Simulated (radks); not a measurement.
# Cd²⁺ with its nuclear charge varied continuously

Aim: the energy of 46 electrons in [Kr] 4d10 as the nuclear charge moves through non-integer values, and a test of dE/dZ = E(electron-nucleus)/Z.

Program: radks (a radial shooting solver on a logarithmic mesh, Libxc functionals) version 1. Level of theory: Dirac Kohn-Sham, LDA (Slater exchange, Perdew-Wang correlation), spin-unpolarised, spherical densities, point nucleus. These are calculated values, not measurements, unless marked.

### 1 The atom as given

* element: cadmium (Z = 48)
* charge: +2
* electrons: 46
* configuration: [Kr] 4d10

The outer shells:

Cd²⁺
```
[Kr] core
4d [↑↓][↑↓][↑↓][↑↓][↑↓]
```

In the logs a row gives level, spin channel, occupation and eigenvalue; Etot, Ekin, Encl (electron-nucleus), Eh (Hartree) and Exc are energies, all in hartree; err is the last residual, it the number of iterations.

### 2 Z = 48

Input:

```text
Z 48
configuration [Kr] 4d10
relativity Dirac
functional lda,pw
spin unpolarised
j_filling average
nucleus point
c 137.035999084
```

Output:

```text
1s1/2   1   2.0000        -973.72310970
2s1/2   1   2.0000        -145.14440882
2p1/2   1   2.0000        -135.24857859
2p3/2   1   4.0000        -128.18597846
3s1/2   1   2.0000         -27.60077539
3p1/2   1   2.0000         -23.62967716
3p3/2   1   4.0000         -22.36846580
3d3/2   1   4.0000         -15.31280022
3d5/2   1   6.0000         -15.05624608
4s1/2   1   2.0000          -4.58587220
4p1/2   1   2.0000          -3.30941479
4p3/2   1   4.0000          -3.09278073
4d3/2   1   4.0000          -1.14439703
4d5/2   1   6.0000          -1.11781173
Etot -5589.992945364962
Ekin 5860.313330157598
Encl -13535.8712821973
Eh 2234.6657916745735
Exc -149.10078499983345
err 2.9645343158843994e-09
it 14
```

The top filled level is 4d5/2, -30.417 eV.

Radial moments (bohr):

| level | occupation | energy (eV) | <r> | outermost maximum (interpolated) | 90 % within | nodes |
| --- | --- | --- | --- | --- | --- | --- |
| 3p3/2 | 4 | -608.68 | 0.3609 | 0.321 | 0.543 | 1 |
| 3d3/2 | 4 | -416.68 | 0.3329 | 0.264 | 0.527 | 0 |
| 3d5/2 | 6 | -409.70 | 0.3364 | 0.267 | 0.532 | 0 |
| 4s1/2 | 2 | -124.79 | 0.8789 | 0.795 | 1.28 | 3 |
| 4p1/2 | 2 | -90.054 | 0.9383 | 0.828 | 1.39 | 2 |
| 4p3/2 | 4 | -84.159 | 0.9698 | 0.853 | 1.44 | 2 |
| 4d3/2 | 4 | -31.141 | 1.244 | 0.974 | 1.96 | 1 |
| 4d5/2 | 6 | -30.417 | 1.261 | 0.985 | 1.99 | 1 |

The radial density on a logarithmic grid:

| r (bohr) | 4πr²ρ (e/bohr) |
| --- | --- |
| 0.00120 | 1.867 |
| 0.00178 | 3.682 |
| 0.00265 | 7.162 |
| 0.00395 | 13.37 |
| 0.00585 | 23.23 |
| 0.00873 | 37.34 |
| 0.0130 | 52.64 |
| 0.0193 | 61.77 |
| 0.0288 | 59.12 |
| 0.0429 | 53.53 |
| 0.0635 | 64.39 |
| 0.0947 | 78.03 |
| 0.141 | 61.44 |
| 0.209 | 55.16 |
| 0.312 | 61.06 |
| 0.465 | 28.64 |
| 0.689 | 18.68 |
| 1.03 | 18.02 |
| 1.53 | 6.828 |
| 2.27 | 1.285 |
| 3.38 | 0.09340 |

### 3 Z = 47.5

Settings, as their differences from step 2:

```diff
@@ -1,2 +1,2 @@
-Z 48
+Z 47.5
 configuration [Kr] 4d10
```

Output:

```text
1s1/2   1   2.0000        -951.44673735
2s1/2   1   2.0000        -141.08184044
2p1/2   1   2.0000        -131.33617565
2p3/2   1   4.0000        -124.59383781
3s1/2   1   2.0000         -26.46120623
3p1/2   1   2.0000         -22.56483926
3p3/2   1   4.0000         -21.36780081
3d3/2   1   4.0000         -14.44347250
3d5/2   1   6.0000         -14.20104369
4s1/2   1   2.0000          -4.17676092
4p1/2   1   2.0000          -2.93617471
4p3/2   1   4.0000          -2.73368009
4d3/2   1   4.0000          -0.85802724
4d5/2   1   6.0000          -0.83432168
Etot -5450.005584873311
Ekin 5707.805769072756
Encl -13202.740078289007
Eh 2191.62452951864
Exc -146.6958051757004
err 5.095180901935062e-09
it 14
```

Energy against step 2 (Z = 48): +3809.3 eV. Highest occupied level: 4d5/2 at -22.703 eV.

### 4 Z = 47.6

Settings, as their differences from step 3:

```diff
@@ -1,2 +1,2 @@
-Z 47.5
+Z 47.6
 configuration [Kr] 4d10
```

Output:

```text
1s1/2   1   2.0000        -955.87744224
2s1/2   1   2.0000        -141.88748416
2p1/2   1   2.0000        -132.11186124
2p3/2   1   4.0000        -125.30639494
3s1/2   1   2.0000         -26.68572477
3p1/2   1   2.0000         -22.77444787
3p3/2   1   4.0000         -21.56478408
3d3/2   1   4.0000         -14.61422087
3d5/2   1   6.0000         -14.36901498
4s1/2   1   2.0000          -4.25636176
4p1/2   1   2.0000          -3.00865692
4p3/2   1   4.0000          -2.80340512
4d3/2   1   4.0000          -0.91328699
4d5/2   1   6.0000          -0.88901990
Etot -5477.841269505477
Ekin 5738.107610045553
Encl -13269.036728443627
Eh 2200.265352194396
Exc -147.17750330179967
err 3.328358837024099e-09
it 15
```

E − E(step 2, Z = 48) = +3051.8 eV. The top filled level is 4d5/2, -24.191 eV.

### 5 Z = 47.7

Settings, as their differences from step 4:

```diff
@@ -1,2 +1,2 @@
-Z 47.6
+Z 47.7
 configuration [Kr] 4d10
```

Output:

```text
1s1/2   1   2.0000        -960.32043866
2s1/2   1   2.0000        -142.69657709
2p1/2   1   2.0000        -132.89095854
2p3/2   1   4.0000        -126.02190428
3s1/2   1   2.0000         -26.91195804
3p1/2   1   2.0000         -22.98575303
3p3/2   1   4.0000         -21.76335994
3d3/2   1   4.0000         -14.78654545
3d5/2   1   6.0000         -14.53853863
4s1/2   1   2.0000          -4.33709224
4p1/2   1   2.0000          -3.08224047
4p3/2   1   4.0000          -2.87419630
4d3/2   1   4.0000          -0.96956956
4d5/2   1   6.0000          -0.94473378
Etot -5505.757841543747
Ekin 5768.509171403912
Encl -13335.497299634271
Eh 2208.8891178242284
Exc -147.65883113761674
err 3.1276860735631575e-09
it 15
```

E − E(step 2, Z = 48) = +2292.2 eV. Highest occupied level: 4d5/2 at -25.708 eV.

### 6 Z = 47.8

Settings, as their differences from step 5:

```diff
@@ -1,2 +1,2 @@
-Z 47.7
+Z 47.8
 configuration [Kr] 4d10
```

Output:

```text
1s1/2   1   2.0000        -964.77571929
2s1/2   1   2.0000        -143.50910443
2p1/2   1   2.0000        -133.67345278
2p3/2   1   4.0000        -126.74034856
3s1/2   1   2.0000         -27.13988839
3p1/2   1   2.0000         -23.19873710
3p3/2   1   4.0000         -21.96351009
3d3/2   1   4.0000         -14.96042803
3d5/2   1   6.0000         -14.70959630
4s1/2   1   2.0000          -4.41893280
4p1/2   1   2.0000          -3.15690628
4p3/2   1   4.0000          -2.94603438
4d3/2   1   4.0000          -1.02685872
4d5/2   1   6.0000          -1.00144702
Etot -5533.755306430002
Ekin 5799.010567172807
Encl -13402.122688939704
Eh 2217.496623757692
Exc -148.13980842079633
err 2.9742883126756656e-09
it 15
```

Energy against step 2 (Z = 48): +1530.3 eV. Highest occupied level: 4d5/2 at -27.251 eV.

### 7 Z = 47.9

Settings, as their differences from step 6:

```diff
@@ -1,2 +1,2 @@
-Z 47.8
+Z 47.9
 configuration [Kr] 4d10
```

Output:

```text
1s1/2   1   2.0000        -969.24327800
2s1/2   1   2.0000        -144.32505254
2p1/2   1   2.0000        -134.45933032
2p3/2   1   4.0000        -127.46171165
3s1/2   1   2.0000         -27.36949932
3p1/2   1   2.0000         -23.41338361
3p3/2   1   4.0000         -22.16521740
3d3/2   1   4.0000         -15.13585161
3d5/2   1   6.0000         -14.88217082
4s1/2   1   2.0000          -4.50186515
4p1/2   1   2.0000          -3.23263659
4p3/2   1   4.0000          -3.01890145
4d3/2   1   4.0000          -1.08513928
4d5/2   1   6.0000          -1.05914443
Etot -5561.833671397907
Ekin 5829.611913973316
Encl -13468.91374741749
Eh 2226.0886158747953
Exc -148.62045382852918
err 7.556687830045044e-09
it 14
```

E − E(step 2, Z = 48) = +766.253 eV. The top filled level is 4d5/2, -28.821 eV.

### 8 Z = 48.1

Settings, as their differences from step 7:

```diff
@@ -1,2 +1,2 @@
-Z 47.9
+Z 48.1
 configuration [Kr] 4d10
```

Output:

```text
1s1/2   1   2.0000        -978.21521029
2s1/2   1   2.0000        -145.96716163
2p1/2   1   2.0000        -136.04118594
2p3/2   1   4.0000        -128.91313483
3s1/2   1   2.0000         -27.83370219
3p1/2   1   2.0000         -23.84760335
3p3/2   1   4.0000         -22.57324023
3d3/2   1   4.0000         -15.49125891
3d5/2   1   6.0000         -15.23180698
4s1/2   1   2.0000          -4.67093794
4p1/2   1   2.0000          -3.38722536
4p3/2   1   4.0000          -3.16765654
4d3/2   1   4.0000          -1.20461865
4d5/2   1   6.0000          -1.17743557
Etot -5618.233138834376
Ekin 5891.114936945451
Encl -13602.996063864324
Eh 2243.228806784711
Exc -149.58081870021425
err 3.446652730494318e-09
it 14
```

E − E(step 2, Z = 48) = -768.455 eV. 4d5/2 is the highest filled level (-32.040 eV).

### 9 Z = 48.2

Settings, as their differences from step 8:

```diff
@@ -1,2 +1,2 @@
-Z 48.1
+Z 48.2
 configuration [Kr] 4d10
```

Output:

```text
1s1/2   1   2.0000        -982.71957656
2s1/2   1   2.0000        -146.79330019
2p1/2   1   2.0000        -136.83714163
2p3/2   1   4.0000        -129.64316748
3s1/2   1   2.0000         -28.06826616
3p1/2   1   2.0000         -24.06714864
3p3/2   1   4.0000         -22.77952650
3d3/2   1   4.0000         -15.67121359
3d5/2   1   6.0000         -15.40883928
4s1/2   1   2.0000          -4.75704732
4p1/2   1   2.0000          -3.46605375
4p3/2   1   4.0000          -3.24351417
4d3/2   1   4.0000          -1.26579160
4d5/2   1   6.0000          -1.23800339
Etot -5646.554263805602
Ekin 5922.016857308032
Encl -13670.288826995573
Eh 2251.7782766975656
Exc -150.0605708156267
err 4.205780555026692e-09
it 14
```

Energy against step 2 (Z = 48): -1539.1 eV. 4d5/2 is the highest filled level (-33.688 eV).

### 10 Z = 48.3

Settings, as their differences from step 9:

```diff
@@ -1,2 +1,2 @@
-Z 48.2
+Z 48.3
 configuration [Kr] 4d10
```

Output:

```text
1s1/2   1   2.0000        -987.23620612
2s1/2   1   2.0000        -147.62281454
2p1/2   1   2.0000        -137.63643568
2p3/2   1   4.0000        -130.37606389
3s1/2   1   2.0000         -28.30445459
3p1/2   1   2.0000         -24.28830036
3p3/2   1   4.0000         -22.98731125
3d3/2   1   4.0000         -15.85265100
3d5/2   1   6.0000         -15.58732956
4s1/2   1   2.0000          -4.84418624
4p1/2   1   2.0000          -3.54588631
4p3/2   1   4.0000          -3.32033982
4d3/2   1   4.0000          -1.32790411
4d5/2   1   6.0000          -1.29950334
Etot -5674.956333692468
Ekin 5953.019216243559
Encl -13737.750274169708
Eh 2260.314780670778
Exc -150.54005643709664
err 4.521122544981221e-09
it 14
```

Energy against step 2 (Z = 48): -2312.0 eV. Highest occupied level: 4d5/2 at -35.361 eV.

### 11 Z = 48.4

Settings, as their differences from step 10:

```diff
@@ -1,2 +1,2 @@
-Z 48.3
+Z 48.4
 configuration [Kr] 4d10
```

Output:

```text
1s1/2   1   2.0000        -991.76509735
2s1/2   1   2.0000        -148.45569546
2p1/2   1   2.0000        -138.43905890
2p3/2   1   4.0000        -131.11181232
3s1/2   1   2.0000         -28.54225553
3p1/2   1   2.0000         -24.51104657
3p3/2   1   4.0000         -23.19658189
3d3/2   1   4.0000         -16.03555863
3d5/2   1   6.0000         -15.76726518
4s1/2   1   2.0000          -4.93234138
4p1/2   1   2.0000          -3.62671022
4p3/2   1   4.0000          -3.39812049
4d3/2   1   4.0000          -1.39094506
4d5/2   1   6.0000          -1.36192429
Etot -5703.439363247817
Ekin 5984.122140659607
Encl -13805.381078607954
Eh 2268.838864615134
Exc -151.0192899146041
err 4.556837578683812e-09
it 14
```

E − E(step 2, Z = 48) = -3087.0 eV. 4d5/2 is the highest filled level (-37.060 eV).

### 12 Z = 48.5

Settings, as their differences from step 11:

```diff
@@ -1,2 +1,2 @@
-Z 48.4
+Z 48.5
 configuration [Kr] 4d10
```

Output:

```text
1s1/2   1   2.0000        -996.30624933
2s1/2   1   2.0000        -149.29193439
2p1/2   1   2.0000        -139.24500273
2p3/2   1   4.0000        -131.85040166
3s1/2   1   2.0000         -28.78165773
3p1/2   1   2.0000         -24.73537605
3p3/2   1   4.0000         -23.40732651
3d3/2   1   4.0000         -16.21992469
3d5/2   1   6.0000         -15.94863418
4s1/2   1   2.0000          -5.02150025
4p1/2   1   2.0000          -3.70851342
4p3/2   1   4.0000          -3.47684396
4d3/2   1   4.0000          -1.45490399
4d5/2   1   6.0000          -1.42525571
Etot -5732.003368494631
Ekin 6015.325759329973
Encl -13873.181886614257
Eh 2277.3510436962115
Exc -151.49828490655867
err 4.446417462697771e-09
it 14
```

E − E(step 2, Z = 48) = -3864.3 eV. Highest occupied level: 4d5/2 at -38.783 eV.

### 13 Z = 48.6

Settings, as their differences from step 12:

```diff
@@ -1,2 +1,2 @@
-Z 48.5
+Z 48.6
 configuration [Kr] 4d10
```

Output:

```text
1s1/2   1   2.0000       -1000.85966177
2s1/2   1   2.0000        -150.13152344
2p1/2   1   2.0000        -140.05425928
2p3/2   1   4.0000        -132.59182144
3s1/2   1   2.0000         -29.02265060
3p1/2   1   2.0000         -24.96127822
3p3/2   1   4.0000         -23.61953387
3d3/2   1   4.0000         -16.40573801
3d5/2   1   6.0000         -16.13142526
4s1/2   1   2.0000          -5.11165102
4p1/2   1   2.0000          -3.79128455
4p3/2   1   4.0000          -3.55649872
4d3/2   1   4.0000          -1.51977098
4d5/2   1   6.0000          -1.48948765
Etot -5760.648366662221
Ekin 6046.6302028222835
Encl -13941.153319738474
Eh 2285.851804679066
Exc -151.9770544250964
err 4.263595216988604e-09
it 14
```

Energy against step 2 (Z = 48): -4643.8 eV. The top filled level is 4d5/2, -40.531 eV.

### 14 Z = 48.7

Settings, as their differences from step 13:

```diff
@@ -1,2 +1,2 @@
-Z 48.6
+Z 48.7
 configuration [Kr] 4d10
```

Output:

```text
1s1/2   1   2.0000       -1005.42533502
2s1/2   1   2.0000        -150.97445529
2p1/2   1   2.0000        -140.86682123
2p3/2   1   4.0000        -133.33606177
3s1/2   1   2.0000         -29.26522413
3p1/2   1   2.0000         -25.18874311
3p3/2   1   4.0000         -23.83319332
3d3/2   1   4.0000         -16.59298804
3d5/2   1   6.0000         -16.31562769
4s1/2   1   2.0000          -5.20278257
4p1/2   1   2.0000          -3.87501292
4p3/2   1   4.0000          -3.63707390
4d3/2   1   4.0000          -1.58553668
4d5/2   1   6.0000          -1.55461070
Etot -5789.374376127534
Ekin 6078.035603439563
Encl -14009.295976735557
Eh 2294.3416080460634
Exc -152.45561087760268
err 4.044078727170122e-09
it 14
```

E − E(step 2, Z = 48) = -5425.4 eV. Highest occupied level: 4d5/2 at -42.303 eV.

### 15 Z = 48.8

Settings, as their differences from step 14:

```diff
@@ -1,2 +1,2 @@
-Z 48.7
+Z 48.8
 configuration [Kr] 4d10
```

Output:

```text
1s1/2   1   2.0000       -1010.00326997
2s1/2   1   2.0000        -151.82072318
2p1/2   1   2.0000        -141.68268181
2p3/2   1   4.0000        -134.08311328
3s1/2   1   2.0000         -29.50936891
3p1/2   1   2.0000         -25.41776129
3p3/2   1   4.0000         -24.04829477
3d3/2   1   4.0000         -16.78166476
3d5/2   1   6.0000         -16.50123133
4s1/2   1   2.0000          -5.29488435
4p1/2   1   2.0000          -3.95968843
4p3/2   1   4.0000          -3.71855922
4d3/2   1   4.0000          -1.65219222
4d5/2   1   6.0000          -1.62061595
Etot -5818.1814163607805
Ekin 6109.542095166798
Encl -14077.610435337687
Eh 2302.820889914963
Exc -152.9339661048551
err 3.806272827356199e-09
it 14
```

Energy against step 2 (Z = 48): -6209.3 eV. 4d5/2 is the highest filled level (-44.099 eV).

### 16 Z = 48.9

Settings, as their differences from step 15:

```diff
@@ -1,2 +1,2 @@
-Z 48.8
+Z 48.9
 configuration [Kr] 4d10
```

Output:

```text
1s1/2   1   2.0000       -1014.59346805
2s1/2   1   2.0000        -152.67032083
2p1/2   1   2.0000        -142.50183476
2p3/2   1   4.0000        -134.83296712
3s1/2   1   2.0000         -29.75507600
3p1/2   1   2.0000         -25.64832389
3p3/2   1   4.0000         -24.26482864
3d3/2   1   4.0000         -16.97175870
3d5/2   1   6.0000         -16.68822654
4s1/2   1   2.0000          -5.38794642
4p1/2   1   2.0000          -4.04530153
4p3/2   1   4.0000          -3.80094500
4d3/2   1   4.0000          -1.71972919
4d5/2   1   6.0000          -1.68749494
Etot -5847.069507875162
Ekin 6141.149813621672
Encl -14146.097253861335
Eh 2311.2900637806524
Exc -153.41213141615222
err 3.563004739996972e-09
it 14
```

Energy against step 2 (Z = 48): -6995.4 eV. The top filled level is 4d5/2, -45.919 eV.

### 17 Z = 49

Settings, as their differences from step 16:

```diff
@@ -1,2 +1,2 @@
-Z 48.9
+Z 49
 configuration [Kr] 4d10
```

Output:

```text
1s1/2   1   2.0000       -1019.19593117
2s1/2   1   2.0000        -153.52324247
2p1/2   1   2.0000        -143.32427429
2p3/2   1   4.0000        -135.58561488
3s1/2   1   2.0000         -30.00233700
3p1/2   1   2.0000         -25.88042249
3p3/2   1   4.0000         -24.48278586
3d3/2   1   4.0000         -17.16326084
3d5/2   1   6.0000         -16.87660417
4s1/2   1   2.0000          -5.48195934
4p1/2   1   2.0000          -4.13184321
4p3/2   1   4.0000          -3.88422203
4d3/2   1   4.0000          -1.78813962
4d5/2   1   6.0000          -1.75523964
Etot -5876.038672180235
Ekin 6172.858896008776
Encl -14214.756972667874
Eh 2319.749522100583
Exc -153.8901176217206
err 3.3258166845867038e-09
it 14
```

Energy against step 2 (Z = 48): -7783.7 eV. 4d5/2 is the highest filled level (-47.763 eV).

### 18 Summary of results

| Z | E (hartree) | E(electron-nucleus)/Z (hartree) | highest level | its energy (eV) | <r> (bohr) |
| --- | --- | --- | --- | --- | --- |
| 47.5 | -5450.00558 | -277.952 | 4d5/2 | -22.703 | 1.324 |
| 47.6 | -5477.84127 | -278.761 | 4d5/2 | -24.191 | 1.311 |
| 47.7 | -5505.75784 | -279.570 | 4d5/2 | -25.708 | 1.298 |
| 47.8 | -5533.75531 | -280.379 | 4d5/2 | -27.251 | 1.285 |
| 47.9 | -5561.83367 | -281.188 | 4d5/2 | -28.821 | 1.273 |
| 48 | -5589.99295 | -281.997 | 4d5/2 | -30.417 | 1.261 |
| 48.1 | -5618.23314 | -282.807 | 4d5/2 | -32.040 | 1.249 |
| 48.2 | -5646.55426 | -283.616 | 4d5/2 | -33.688 | 1.238 |
| 48.3 | -5674.95633 | -284.425 | 4d5/2 | -35.361 | 1.227 |
| 48.4 | -5703.43936 | -285.235 | 4d5/2 | -37.060 | 1.216 |
| 48.5 | -5732.00337 | -286.045 | 4d5/2 | -38.783 | 1.206 |
| 48.6 | -5760.64837 | -286.855 | 4d5/2 | -40.531 | 1.196 |
| 48.7 | -5789.37438 | -287.665 | 4d5/2 | -42.303 | 1.186 |
| 48.8 | -5818.18142 | -288.476 | 4d5/2 | -44.099 | 1.176 |
| 48.9 | -5847.06951 | -289.286 | 4d5/2 | -45.919 | 1.167 |
| 49 | -5876.03867 | -290.097 | 4d5/2 | -47.763 | 1.158 |

In words: At Z = 48 the central difference of E is -281.997 hartree, against -281.997 from the Hellmann-Feynman theorem. The top level goes from -22.703 eV at Z = 47.5 to -47.763 eV at Z = 49.
